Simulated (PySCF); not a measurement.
# [ClI2]+: singlet, from a linear start

Where does singlet [ClI2]+ go from a linear start, is the end point a minimum, and what are its modes, charges and moments?

The runs use PySCF 2.14.0; PBE0, basis Cl def2-SVP, I def2-SVP with ECP28, scalar-relativistic core potentials, no spin–orbit coupling, density fitting.

## 1. Where the work starts

3 atoms, charge 1, spin multiplicity 1.

Bond lengths: Cl1–I2 2.274 Å, Cl1–I3 2.274 Å. Angles: I2–Cl1–I3 180.0°.

Z-matrix (Å, degrees; charge 1 multiplicity 1):
```
Cl
I  1 2.2736
I  1 2.2736 2 180.00
```

## 2. Finding the electronic state

One driver script runs all steps and calls PySCF; scf.py shows how it sets up the SCF of each step. The optimiser is the driver's own. After this first run the driver tries any further starts and a stability analysis.

Contents of scf.py:

```python
from pyscf import gto, scf, dft
mol = gto.M(atom='''
Cl     0.000000     0.000000     0.000000
I      0.000000     0.000000     2.273600
I      0.000000     0.000000    -2.273600''',
    basis={'Cl': 'def2-SVP', 'I': 'def2-SVP'},
    ecp={'I': 'def2-SVP'},
    charge=1, spin=0)
mf = dft.RKS(mol, xc='PBE0')
mf.grids.atom_grid = (50, 194)
aux = {'Cl': 'def2-universal-JKFIT', 'I': 'def2-universal-JKFIT'}
mf = mf.density_fit(auxbasis=aux)
mf.conv_tol = 1e-08
mf.diis_space = 10
mf.max_cycle = 60
mf.init_guess = 'minao'
mf.verbose = 4
mf.kernel()
```

On the command line:

```console
$ OMP_NUM_THREADS=2 python axn.py task.json out
```

The log of the run:

```text
init E= -993.116827960126
cycle= 1 E= -1051.66423935713  delta_E= -58.5  |g|= 4.11  |ddm|= 11.5
  HOMO = -0.246558111391721  LUMO = -0.238878795345303  gap/eV = 0.20896
cycle= 2 E= -1050.31393312646  delta_E= 1.35  |g|= 4.64  |ddm|= 9.79
  HOMO = -0.357834366970905  LUMO = -0.33938182719381  gap/eV = 0.50212
cycle= 3 E= -1054.42708152831  delta_E= -4.11  |g|= 1.12  |ddm|= 5.32
  HOMO = -0.483778658481222  LUMO = -0.476145698494201  gap/eV = 0.20770
cycle= 4 E= -1054.58518824022  delta_E= -0.158  |g|= 0.964  |ddm|=  2.5
  HOMO = -0.470663853285578  LUMO = -0.443018461467486  gap/eV = 0.75227
cycle= 5 E= -1054.86155466972  delta_E= -0.276  |g|= 0.184  |ddm|= 0.995
  HOMO = -0.465026935218243  LUMO = -0.435124503379976  gap/eV = 0.81369
cycle= 6 E= -1054.87268120753  delta_E= -0.0111  |g|= 0.0135  |ddm|= 0.222
  HOMO = -0.463809968714343  LUMO = -0.433370892314657  gap/eV = 0.82829
cycle= 7 E= -1054.87274329211  delta_E= -6.21e-05  |g|= 0.00299  |ddm|= 0.0218
  HOMO = -0.463843767359283  LUMO = -0.433323624923757  gap/eV = 0.83050
cycle= 8 E= -1054.87274580864  delta_E= -2.52e-06  |g|= 0.000347  |ddm|= 0.00378
  HOMO = -0.463873116044107  LUMO = -0.433328647191751  gap/eV = 0.83116
cycle= 9 E= -1054.87274585052  delta_E= -4.19e-08  |g|= 1.97e-05  |ddm|= 0.000524
  HOMO = -0.46386943867105  LUMO = -0.433325961848537  gap/eV = 0.83113
cycle= 10 E= -1054.87274585067  delta_E= -1.49e-10  |g|= 2e-06  |ddm|= 4.23e-05
  HOMO = -0.463869943398151  LUMO = -0.43332653670004  gap/eV = 0.83113
Extra cycle  E= -1054.87274585068  delta_E= -4.09e-12  |g|= 1.82e-06  |ddm|= 8.77e-06
converged SCF energy = -1054.87274585068
```

This step, with its further starts and checks, needed 14 s of wall time on 2 threads, shared host.

Energies from each starting density:

| start | energy (Eh) |
| --- | --- |
| the minimal-basis guess | -1054.872746 |
| a thermally smeared density | -1054.886595 |
| a smeared PBE density | -1054.872746 |

The first run landed in a state that is too high. Following the other starts and the instabilities gains 36.4 kJ/mol (-1054.88659 Eh), and the work goes on from there.

## 3. Relaxing the singlet from the linear start

The program finds D∞h symmetry in the start, which this walk keeps. The walk stops when the largest gradient is under 0.0003 Eh/bohr and the energy has settled too.

scf.py, as its differences from that of step 2:

```diff
@@ -16 +15,0 @@
-mf.init_guess = 'minao'
```

The optimiser's trace:

| step | energy (Eh) | change (kJ/mol) | largest symmetric gradient (Eh/bohr) |
| --- | --- | --- | --- |
| 0 | -1054.886595 | 0.00 | 0.05654 |
| 1 | -1054.902888 | -42.78 | 0.01568 |
| 2 | -1054.904707 | -47.55 | 0.00505 |
| 3 | -1054.904950 | -48.19 | 0.00076 |
| 4 | -1054.904956 | -48.21 | 0.00005 |

The walk took 20 s.

End point (D∞h, 4 steps, 48.2 kJ/mol gained): Cl–I 2.472 Å (×2); I–Cl–I 180.0°.

## 4. Hessian and properties

The point is checked on the finer grid, and tightened if its gradient asks for it. The Hessian and the dipole derivatives come from central differences of analytic gradients, with steps of 0.01 bohr.

scf.py, as its differences from that of step 3:

```diff
@@ -3,3 +3,3 @@
-Cl     0.000000     0.000000     0.000000
-I      0.000000     0.000000     2.273600
-I      0.000000     0.000000    -2.273600''',
+Cl    -0.000000     0.000000     0.000000
+I     -0.000000    -0.000000     2.472490
+I      0.000000     0.000000    -2.472490''',
@@ -10 +10 @@
-mf.grids.atom_grid = (50, 194)
+mf.grids.atom_grid = (75, 302)
@@ -13 +12,0 @@
-mf.conv_tol = 1e-08
```

The driver hands on the density of the step before, so the log starts near convergence.

Log of the central SCF (cycles and frontier levels):

```text
init E= -1054.90495194447
  HOMO = -0.481220073205591  LUMO = -0.447017081975236  gap/eV = 0.93071
cycle= 1 E= -1054.90495194446  delta_E= 3.18e-12  |g|= 5.88e-06  |ddm|= 1.37e-05
  HOMO = -0.481219638065558  LUMO = -0.447016799799858  gap/eV = 0.93071
Extra cycle  E= -1054.90495194445  delta_E= 1.43e-11  |g|= 7.73e-06  |ddm|= 1.74e-05
converged SCF energy = -1054.90495194445
```

The whole step took 63 s.

Geometry: D∞h; Cl–I 2.472 Å (×2); I–Cl–I 180.0°.

Modes, for the most abundant isotopes:

```csv
symmetry,ω (cm⁻¹),IR (km/mol)
πu,602i,121
σg+,141,0.0
σu+,373,190
```

With 2 modes imaginary (up to 602i cm⁻¹) this point is a saddle.

Properties at this point:

```yaml
Dipole_moment_about_the_centre_of_mass: 0.00 D
Highest_occupied_level: -13.09 eV
Lowest_empty_level: -12.16 eV
Rotational_constants: 0.01086 cm⁻¹
Zero-point_energy_real_modes: 3.1 kJ/mol
Principal_polarisabilities: 107.9, 107.9, 121.5 bohr³
Principal_traceless_quadrupole_moments_about_the_centre_of_mass: -23.85, -23.85, 47.70 D Å
```

Charges (e) and bond orders:

| atom | Mulliken | Löwdin | polar tensor | Mayer order to Cl1 |
| --- | --- | --- | --- | --- |
| Cl1 | -0.22 | -0.02 | 0.23 | – |
| I2,3 | 0.61 | 0.51 | 0.39 | 0.57 |

Mulliken populations on Cl1: s 5.90, p 11.30, d 0.02.

## 5. Following the imaginary mode

The atoms are moved a little along the softest imaginary mode and relaxed again.

The program finds C2v symmetry in the start, which this walk keeps. Threshold on the gradient: 0.0003 Eh/bohr, with a further test on the energy change.

scf.py, as its differences from that of step 4:

```diff
@@ -3,3 +3,3 @@
-Cl    -0.000000     0.000000     0.000000
-I     -0.000000    -0.000000     2.472490
-I      0.000000     0.000000    -2.472490''',
+Cl     0.065216     0.100732     0.000000
+I     -0.008985    -0.013878     2.472490
+I     -0.008985    -0.013878    -2.472490''',
@@ -10 +10 @@
-mf.grids.atom_grid = (75, 302)
+mf.grids.atom_grid = (50, 194)
@@ -12,0 +13 @@
+mf.conv_tol = 1e-08
```

Energy and gradient, step by step:

| step | energy (Eh) | change (kJ/mol) | largest symmetric gradient (Eh/bohr) |
| --- | --- | --- | --- |
| 0 | -1054.913559 | 0.00 | 0.02523 |
| 1 | -1054.929217 | -41.11 | 0.01708 |
| 2 | -1054.941871 | -74.33 | 0.02084 |
| 3 | -1054.948098 | -90.68 | 0.02090 |
| 4 | -1054.954997 | -108.80 | 0.01177 |
| 5 | -1054.957189 | -114.55 | 0.00350 |
| 6 | -1054.957304 | -114.85 | 0.00089 |
| 7 | -1054.957311 | -114.87 | 0.00001 |

The walk took 34 s.

Positions (Å) and forces (eV/Å) along the way:

```
step 0
Cl   0.065   0.101   0.000   0.839   1.298   0.000
I   -0.009  -0.014   2.472  -0.419  -0.649   0.195
I   -0.009  -0.014  -2.472  -0.419  -0.649  -0.195
step 1
Cl   0.180   0.278   0.000   0.565   0.880   0.001
I   -0.067  -0.103   2.468  -0.283  -0.440  -0.525
I   -0.067  -0.103  -2.468  -0.283  -0.440   0.524
step 4
Cl   0.457   0.706   0.000  -0.174  -0.275   0.000
I   -0.205  -0.316   2.170   0.087   0.138  -0.605
I   -0.205  -0.316  -2.170   0.087   0.138   0.605
step 7
Cl   0.494   0.763   0.000   0.006  -0.004   0.000
I   -0.223  -0.345   2.041  -0.003   0.002  -0.001
I   -0.223  -0.345  -2.041  -0.003   0.002   0.001
```

After 7 steps and 114.9 kJ/mol it ends at C2v: Cl–I 2.430 Å (×2); I–Cl–I 114.2°.

## 6. Frequencies

The same treatment as at the point before.

scf.py, as its differences from that of step 5:

```diff
@@ -3,3 +3,3 @@
-Cl     0.065216     0.100732     0.000000
-I     -0.008985    -0.013878     2.472490
-I     -0.008985    -0.013878    -2.472490''',
+Cl     0.630326     0.973589    -0.000000
+I     -0.086844    -0.134137     2.040627
+I     -0.086844    -0.134137    -2.040627''',
@@ -10 +10 @@
-mf.grids.atom_grid = (50, 194)
+mf.grids.atom_grid = (75, 302)
@@ -13 +12,0 @@
-mf.conv_tol = 1e-08
```

SCF at the final geometry:

```text
init E= -1054.95737674085
  HOMO = -0.485913711463441  LUMO = -0.391080974224268  gap/eV = 2.58053
cycle= 1 E= -1054.95737674085  delta_E= 3.41e-12  |g|= 2.92e-06  |ddm|= 6.02e-06
  HOMO = -0.485913713938847  LUMO = -0.391081188003343  gap/eV = 2.58052
Extra cycle  E= -1054.95737674084  delta_E= 3.18e-12  |g|= 5.02e-06  |ddm|= 9.69e-06
converged SCF energy = -1054.95737674084
```

The whole step needed 35 s of wall time on 2 threads, shared host.

Geometry: C2v; Cl–I 2.430 Å (×2); I–Cl–I 114.2°.

Harmonic modes (main isotopes):

```json
{"symmetry": "a1", "ω (cm⁻¹)": "76", "IR (km/mol)": "0.1"}
{"symmetry": "a1", "ω (cm⁻¹)": "281", "IR (km/mol)": "0.4"}
{"symmetry": "b2", "ω (cm⁻¹)": "301", "IR (km/mol)": "10.0"}
```

No imaginary mode, so this is a minimum.

Properties at this point:

```yaml
Dipole_moment_about_the_centre_of_mass: 0.11 D
Highest_occupied_level: -13.22 eV
Lowest_empty_level: -10.64 eV
Rotational_constants: 0.315, 0.01595, 0.01518 cm⁻¹
Zero-point_energy: 3.9 kJ/mol
Principal_polarisabilities: 33.9, 44.2, 125.0 bohr³
Principal_traceless_quadrupole_moments_about_the_centre_of_mass: -17.08, -9.59, 26.68 D Å
Entropy_at_298.15_K_and_1_bar: 325.9 J/(mol K)
Heat_capacity_Cp_at_298.15_K: 55.6 J/(mol K)
Enthalpy_at_298.15_K_above_0_K: 14.23 kJ/mol
Rotational_symmetry_number: 2
```

Charges (e) and bond orders:

| atom | Mulliken | Löwdin | polar tensor | Mayer order to Cl1 |
| --- | --- | --- | --- | --- |
| Cl1 | 0.03 | 0.23 | 0.27 | – |
| I2,3 | 0.48 | 0.38 | 0.36 | 0.80 |

Mulliken populations on Cl1: s 5.97, p 10.96, d 0.04.

## 7. Would spin polarisation lower it?

At the lowest minimum the closed shell is tested against spin polarisation, on the (50, 194) grid. It is stable.

## 8. The points found, side by side

| spin | group | bonds | imaginary modes (cm⁻¹) | ΔE (kJ/mol) | with zero-point energy |
| --- | --- | --- | --- | --- | --- |
| singlet | C2v | Cl–I 2.430 Å (×2) | none | 0.0 | 0.0 |
| singlet | D∞h | Cl–I 2.472 Å (×2) | 602i, 602i | 137.6 | – |

## 9. Outcome

| quantity | value |
| --- | --- |
| minimum | singlet, C2v |
| geometry | Cl–I 2.430 Å (×2); I–Cl–I 114.2° |
| wavenumbers (cm⁻¹) | 76 (a1), 281 (a1), 301 (b2) |
| dipole moment (centre of mass) | 0.11 D |
| highest occupied, lowest empty level | -13.22, -10.64 eV |
| polar-tensor charge of Cl1 | +0.27 e |
| zero-point energy | 3.9 kJ/mol |
| entropy at 298.15 K | 325.9 J/(mol K) |

What this shows: From D∞h at the start the molecule goes to a C2v minimum, after a stop at a second-order saddle point 137.6 kJ/mol higher, from which it was pushed off along an imaginary mode. The strongest infrared band lies at 301 cm⁻¹ (b2). The first SCF alone would have been 36 kJ/mol too high. Other starts or spin states, not run here, may lie lower. Modes under about 90 cm⁻¹ are uncertain by tens of cm⁻¹. Spin–orbit coupling is left out.

The search up to here took 2.8 min.
